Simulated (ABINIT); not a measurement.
# Ti3S2 (R32) in ABINIT: a series of runs

Aim: see how the results for Ti3S2 move with the level of theory and the settings. Levels: PBEsol, LDA. Tasks: band structure.

Program: ABINIT 10.8.3 (patched build). These are calculated values, not measurements. Logs are shortened: lines on timing, memory, paths and dates and some standing lists are left out, and cuts for length are marked. The log counts tension as positive stress, the text compression.

### 1 Starting point

The structure is trigonal, space group R32 (No. 155). Conventional cell: a = 5.426 Å, b = 5.426 Å, c = 9.713 Å, α = 90.00°, β = 90.00°, γ = 120.00°. Ti (site symmetry 2) has 4 S at 2.42 to 2.44 Å as nearest neighbours. S (site symmetry 3) has 6 Ti at 2.42 to 2.44 Å as nearest neighbours.

The cell comes from a database or a generator and needn't be the stable form of this composition.

### 2 Band structure, PBEsol

Contents of run.abi:

```
# Datasets: ground state, then fixed potential
ndtset 2

# Pseudopotentials
pp_dirpath "./"
pseudos "Ti.upf, S.upf"

# Structure
acell 4.5051994948 4.5051994948 4.5051994948 Angstrom
rprim
     0.6022183762     0.3476909416     0.7186404084
    -0.6022183762     0.3476909416     0.7186404084
     0.0000000000    -0.6953818832     0.7186404084
ntypat 2
znucl 22 16
natom 5
typat 1 1 1 2 2
xred
     0.0000000000     0.3356550000     0.6643450000
     0.6643450000     0.0000000000     0.3356550000
     0.3356550000     0.6643450000     0.0000000000
     0.1678390000     0.1678390000     0.1678390000
     0.8321610000     0.8321610000     0.8321610000

# Plane-wave basis
ecut 42.0

# Exchange and correlation
ixc -116133

# Bands and occupations
occopt 3
tsmear 0.00183747

# SCF cycle
nstep 100

# Output
iomode 3
prtwf 0
prteig 0
prtebands 0
enunit 1
prtden1 1

# Dataset 1
kptopt1 1
ngkpt1 6 6 6
nshiftk1 1
shiftk1 0.0 0.0 0.0
nband1 29
tolvrs1 1.0e-10

# Dataset 2: bands along G-L-B1
iscf2 -2
getden2 1
nband2 35
nbdbuf2 4
tolwfr2 1.0e-11
kptopt2 -2
ndivsm2 6
prteig2 1
kptbounds2
     0.0000000000     0.0000000000     0.0000000000
     0.5000000000     0.0000000000     0.0000000000
     0.5000000000     0.3227197041    -0.3227197041
```

Potentials or basis: PseudoDojo NC SR PBEsol v0.4.1 standard.

Run with:

```bash
$ mpirun --bind-to none -np 4 abinit run.abi > log 2>&1
```

run.abo:

```text
.Version 10.8.3 of ABINIT
 DATASET    1 : space group R3 2 (#155); Bravais hR (rhombohedral)
================================================================================
 Values of the parameters that define the memory need for DATASET  1.
     intxc =       0    ionmov =       0      iscf =       7    lmnmax =       6
     lnmax =       6     mgfft =      50  mpssoang =       3    mqgrid =    3001
     natom =       5  nloc_mem =       1    nspden =       1   nspinor =       1
    nsppol =       1      nsym =       6    n1xccc =    2501    ntypat =       2
    occopt =       3   xclevel =       2
       mpw =        7261          nfft =      125000          nkpt =          32
================================================================================
================================================================================

 DATASET    2 : space group R3 2 (#155); Bravais hR (rhombohedral)
================================================================================
 Values of the parameters that define the memory need for DATASET  2.
     intxc =       0    ionmov =       0      iscf =      -2    lmnmax =       6
     lnmax =       6     mgfft =      50  mpssoang =       3    mqgrid =    3001
     natom =       5  nloc_mem =       1    nspden =       1   nspinor =       1
    nsppol =       1      nsym =       6    n1xccc =    2501    ntypat =       2
    occopt =       3   xclevel =       2
       mpw =        7260          nfft =      125000          nkpt =          13
================================================================================
================================================================================

--------------------------------------------------------------------------------
------------- Echo of variables that govern the present computation ------------
--------------------------------------------------------------------------------
 -outvars: echo values of preprocessed input variables --------
            acell      8.5135931878E+00  8.5135931878E+00  8.5135931878E+00 Bohr
              amu      4.78800000E+01  3.20660000E+01
             ecut      4.20000000E+01 Hartree
           enunit           1
           getden1          0
           getden2          1
             iscf1          7
             iscf2         -2
              ixc     -116133
           jdtset        1    2
           kptopt1          1
           kptopt2         -2
         kptrlatt        6    0    0      0    6    0      0    0    6
          kptrlen1     5.10815591E+01
          kptrlen2     3.00000000E+01
            natom           5
            nband1         29
            nband2         35
           nbdbuf1          0
           nbdbuf2          4
           ndtset           2
           ndivsm1          0
           ndivsm2          6
            ngfft          50      50      50
             nkpt1         32
             nkpt2         13
            nstep         100
             nsym           6
           ntypat           2
           occopt           3
        prtebands           0
           prteig1          0
           prteig2          1
            prtwf           0
            rprim      6.0221837620E-01  3.4769094160E-01  7.1864040840E-01
                      -6.0221837620E-01  3.4769094160E-01  7.1864040840E-01
                       0.0000000000E+00 -6.9538188320E-01  7.1864040840E-01
           shiftk1     0.00000000E+00  0.00000000E+00  0.00000000E+00
           shiftk2     5.00000000E-01  5.00000000E-01  5.00000000E-01
          spgroup         155
           tolvrs1     1.00000000E-10
           tolvrs2     0.00000000E+00
           tolwfr1     0.00000000E+00
           tolwfr2     1.00000000E-11
           tsmear      1.83747000E-03 Hartree
            typat      1  1  1  2  2
           xangst     -9.1067025423E-01 -1.5555069597E+00  3.2376184049E+00
                       1.8024436700E+00 -1.0910094784E-02  3.2376184049E+00
                      -8.9177341575E-01  1.5664170544E+00  3.2376184049E+00
                       1.2999922521E-17  2.4075734312E-17  1.6301959064E+00
                       3.2878715798E-16  1.5920824959E-16  8.0826593082E+00
            xcart     -1.7209173715E+00 -2.9394821407E+00  6.1182120854E+00
                       3.4061248936E+00 -2.0617091150E-02  6.1182120854E+00
                      -1.6852075221E+00  2.9600992318E+00  6.1182120854E+00
                       2.4566293223E-17  4.5496544130E-17  3.0806237946E+00
                       6.2131768229E-16  3.0085998871E-16  1.5274012462E+01
[... 243 lines left out ...]
  4.66E-12  7.10E-12  5.48E-12  6.37E-12  3.63E-12  8.26E-12  7.95E-12  7.95E-12
  8.64E-12  5.04E-12  4.41E-12  8.09E-12  8.87E-12  8.32E-12  4.49E-12  7.12E-12
  2.88E-12  7.69E-12  7.97E-12  9.03E-12  6.62E-12  2.65E-12  9.91E-12  2.03E-10
  9.09E-12  2.00E-07  3.09E-07
 -1.7482E+00 -1.7464E+00 -1.7464E+00 -8.8338E-01 -8.8338E-01 -8.8179E-01
 -8.8113E-01 -8.8065E-01 -8.8055E-01 -8.8055E-01 -8.7401E-01 -8.7401E-01
 -2.2468E-01 -1.5451E-01  1.1753E-01  1.1753E-01  1.2907E-01  1.8333E-01
  1.9389E-01  1.9389E-01  2.5864E-01  2.8522E-01  3.3687E-01  3.3687E-01
  3.5842E-01  3.5842E-01  4.0282E-01  4.0282E-01  4.0881E-01  4.2752E-01
  4.2752E-01  4.4138E-01  4.5922E-01  4.5922E-01  4.6278E-01
 Non-SCF case, kpt    2 (  0.08333  0.00000  0.00000), residuals and eigenvalues=
  5.80E-12  9.38E-12  4.63E-12  5.56E-12  6.24E-12  8.39E-12  2.97E-12  5.12E-12
[... 128 lines left out ...]
  3.5250E-01  3.6505E-01  3.7098E-01  3.8514E-01  3.9981E-01  4.0492E-01
  4.2464E-01  4.3370E-01  4.3711E-01  4.5412E-01  4.6227E-01
 Non-SCF case, kpt   13 (  0.50000  0.32272 -0.32272), residuals and eigenvalues=
  9.43E-12  4.26E-12  9.60E-12  7.86E-12  4.38E-12  2.91E-12  8.06E-12  3.00E-12
  5.08E-12  7.79E-12  5.94E-12  3.21E-12  2.92E-12  5.33E-12  5.62E-12  4.87E-12
  8.72E-12  6.64E-12  4.66E-12  8.57E-12  4.83E-12  9.01E-12  5.88E-12  5.34E-12
  4.44E-12  6.43E-12  8.40E-12  9.01E-12  5.81E-12  4.85E-12  7.91E-12  1.45E-10
  1.30E-10  7.79E-10  1.73E-08
 -1.7474E+00 -1.7468E+00 -1.7468E+00 -8.8699E-01 -8.8385E-01 -8.8270E-01
 -8.8093E-01 -8.8093E-01 -8.7803E-01 -8.7733E-01 -8.7625E-01 -8.7414E-01
 -1.8123E-01 -1.7105E-01  8.4410E-02  9.8961E-02  1.2195E-01  1.6581E-01
  1.9488E-01  2.0839E-01  2.9925E-01  3.0936E-01  3.1770E-01  3.2496E-01
  3.5117E-01  3.6186E-01  3.6327E-01  3.7769E-01  4.0203E-01  4.0520E-01
  4.2189E-01  4.3422E-01  4.3530E-01  4.4560E-01  4.6803E-01

--- !ResultsGS
iteration_state: {dtset: 2, }
comment   : Summary of ground state results
lattice_vectors:
- [  5.1270423,   2.9600992,   6.1182121, ]
- [ -5.1270423,   2.9600992,   6.1182121, ]
- [  0.0000000,  -5.9201985,   6.1182121, ]
lattice_lengths: [   8.51359,    8.51359,    8.51359, ]
lattice_angles: [ 74.058,  74.058,  74.058, ] # degrees, (23, 13, 12)
lattice_volume:   5.5712025E+02
convergence: {deltae:  0.000E+00, res2:  0.000E+00, residm:  9.958E-12, diffor:  0.000E+00, }
etotal    :  -2.00131812E+02
entropy   :   0.00000000E+00
fermie    :   3.37277849E-01
cartesian_stress_tensor: null
pressure_GPa: null
xred      :
- [  5.9973E-17,   3.3566E-01,   6.6434E-01, Ti]
- [  6.6435E-01,   4.4622E-18,   3.3566E-01, Ti]
- [  3.3565E-01,   6.6435E-01,   1.1548E-16, Ti]
- [  1.6784E-01,   1.6784E-01,   1.6784E-01,  S]
- [  8.3216E-01,   8.3216E-01,   8.3216E-01,  S]
cartesian_forces: null
force_length_stats: {min: null, max: null, mean: null, }
...

 Integrated electronic density in atomic spheres:
 ------------------------------------------------
 Atom  Sphere_radius  Integrated_density
    1        2.00000          9.53979958
    2        2.00000          9.53979958
    3        2.00000          9.53979958
    4        2.00000          4.04006900
    5        2.00000          4.04006900
================================================================================

 ----iterations are completed or convergence reached----

 Mean square residual over all n,k,spin=   62.890E-13; max=  99.578E-13
 reduced coordinates (array xred) for    5 atoms
       0.000000000000      0.335655000000      0.664345000000
       0.664345000000      0.000000000000      0.335655000000
       0.335655000000      0.664345000000      0.000000000000
       0.167839000000      0.167839000000      0.167839000000
       0.832161000000      0.832161000000      0.832161000000

 cartesian coordinates (angstrom) at end:
    1     -0.91067025423256    -1.55550695965866     3.23761840486655
    2      1.80244366998296    -0.01091009478419     3.23761840486655
    3     -0.89177341575040     1.56641705444286     3.23761840486655
    4      0.00000000000000     0.00000000000000     1.63019590636319
    5      0.00000000000000     0.00000000000000     8.08265930823645
 length scales=  8.513593187750  8.513593187750  8.513593187750 bohr
              =  4.505199494800  4.505199494800  4.505199494800 angstroms
 Eigenvalues (   eV  ) for nkpt=  13  k points:
 kpt#   1, nband= 35, wtk=  1.00000, kpt=  0.0000  0.0000  0.0000 (reduced coord)
 -47.57152  -47.52151  -47.52151  -24.03794  -24.03794  -23.99482  -23.97678  -23.96366
 -23.96109  -23.96109  -23.78313  -23.78313   -6.11376   -4.20446    3.19807    3.19807
   3.51216    4.98873    5.27598    5.27598    7.03796    7.76112    9.16666    9.16666
   9.75308    9.75308   10.96123   10.96123   11.12430   11.63346   11.63346   12.01065
  12.49610   12.49612   12.59289
 kpt#   2, nband= 35, wtk=  1.00000, kpt=  0.0833  0.0000  0.0000 (reduced coord)
 -47.57060  -47.52292  -47.52100  -24.04903  -24.02721  -24.00556  -23.98678  -23.97349
 -23.94757  -23.93708  -23.78969  -23.78449   -6.08018   -4.22683    3.12871    3.27256
   3.52310    4.91682    5.18448    5.34113    7.11792    7.83628    9.10504    9.15635
   9.65139    9.83336   10.75089   10.93915   11.28934   11.63537   11.70306   11.97961
  12.23595   12.53159   12.84282
 kpt#   3, nband= 35, wtk=  1.00000, kpt=  0.1667  0.0000  0.0000 (reduced coord)
 -47.56791  -47.52541  -47.52114  -24.05978  -24.02053  -24.01699  -24.00154  -23.97531
 -23.92517  -23.90831  -23.80836  -23.78857   -5.98294   -4.29351    3.09785    3.31938
   3.53455    4.72893    5.09704    5.41339    7.30789    8.01869    8.99522    9.08586
   9.50649    9.92721   10.49147   10.86094   11.40736   11.60372   11.84558   11.91284
[... 47 lines left out ...]
   9.62602    9.99775   10.26248   10.75263   10.88696   10.94245   11.61598   11.74159
  11.93545   12.40440   12.55981
 kpt#  12, nband= 35, wtk=  1.00000, kpt=  0.5000  0.2689 -0.2689 (reduced coord)
 -47.54260  -47.53569  -47.53542  -24.12452  -24.04685  -24.01537  -23.97500  -23.97488
 -23.89894  -23.85794  -23.85012  -23.79594   -4.89196   -4.82995    2.54578    2.56208
   3.50322    4.48592    5.25752    5.89380    8.00900    8.19999    8.54495    8.72743
   9.59195    9.93365   10.09494   10.48026   10.87937   11.01832   11.55516   11.80158
  11.89442   12.35711   12.57912
 kpt#  13, nband= 35, wtk=  1.00000, kpt=  0.5000  0.3227 -0.3227 (reduced coord)
 -47.54825  -47.53274  -47.53257  -24.13626  -24.05078  -24.01940  -23.97123  -23.97123
 -23.89234  -23.87337  -23.84389  -23.78667   -4.93142   -4.65441    2.29692    2.69285
   3.31843    4.51181    5.30297    5.67054    8.14297    8.41820    8.64519    8.84274
   9.55591    9.84661    9.88501   10.27739   10.93967   11.02603   11.48033   11.81582
  11.84508   12.12545   12.73570

== END DATASET(S) ==============================================================
================================================================================

 -outvars: echo values of variables after computation  --------
            acell      8.5135931878E+00  8.5135931878E+00  8.5135931878E+00 Bohr
           etotal1    -2.0013181184E+02
            fcart1     4.2792727555E-04 -7.4119178321E-04 -5.7709341908E-21
                       4.2792727555E-04  7.4119178321E-04  3.9830366974E-20
                      -8.5585455109E-04 -1.9037587540E-20  3.9830366974E-20
                      -5.1265035030E-20 -2.3349364021E-20  5.9984534791E-04
                       5.1265035030E-20 -5.1133910209E-20 -5.9984534791E-04
            rprim      6.0221837620E-01  3.4769094160E-01  7.1864040840E-01
                      -6.0221837620E-01  3.4769094160E-01  7.1864040840E-01
                       0.0000000000E+00 -6.9538188320E-01  7.1864040840E-01
           strten1     1.4391873508E-04  1.4391873564E-04  1.6986530814E-04
                       0.0000000000E+00  0.0000000000E+00  0.0000000000E+00
           xangst     -9.1067025423E-01 -1.5555069597E+00  3.2376184049E+00
                       1.8024436700E+00 -1.0910094784E-02  3.2376184049E+00
                      -8.9177341575E-01  1.5664170544E+00  3.2376184049E+00
                       1.2999922521E-17  2.4075734312E-17  1.6301959064E+00
                       3.2878715798E-16  1.5920824959E-16  8.0826593082E+00
             xred      5.9973304188E-17  3.3565500000E-01  6.6434500000E-01
                       6.6434500000E-01  4.4621529563E-18  3.3565500000E-01
                       3.3565500000E-01  6.6434500000E-01  1.1548445542E-16
                       1.6783900000E-01  1.6783900000E-01  1.6783900000E-01
                       8.3216100000E-01  8.3216100000E-01  8.3216100000E-01
 Calculation completed.
```

Run time: 4 min. Hardware: 4 MPI ranks of Arm Neoverse V1, shared host; peak memory 0.44 GiB.

Results:

```
Free energy                                           : -5445.8640 eV
Pressure                                              : -4.5 GPa
Largest force                                         : 0.044 eV/Å
Band gap on the k mesh                                : none (metal or under the smearing width)
Valence electrons inside the program's atomic spheres : Ti 9.54; S 4.04
```

Forces in eV/Å, atoms in the order of the input:
```
Ti   0.022 -0.038  0.000
Ti   0.022  0.038  0.000
Ti  -0.044  0.000  0.000
S    0.000  0.000  0.031
S    0.000  0.000 -0.031
```

Levels at the corners of the path, in eV from the Fermi level:
```tsv
point	band 22	band 23	band 24	band 25	band 26	band 27
Γ	-1.42	-0.01	-0.01	0.58	0.58	1.78
L	-0.89	-0.67	-0.44	-0.15	0.83	1.29
B1	-0.76	-0.53	-0.34	0.38	0.67	0.71
```

(Part 1 of 2 ends here.)
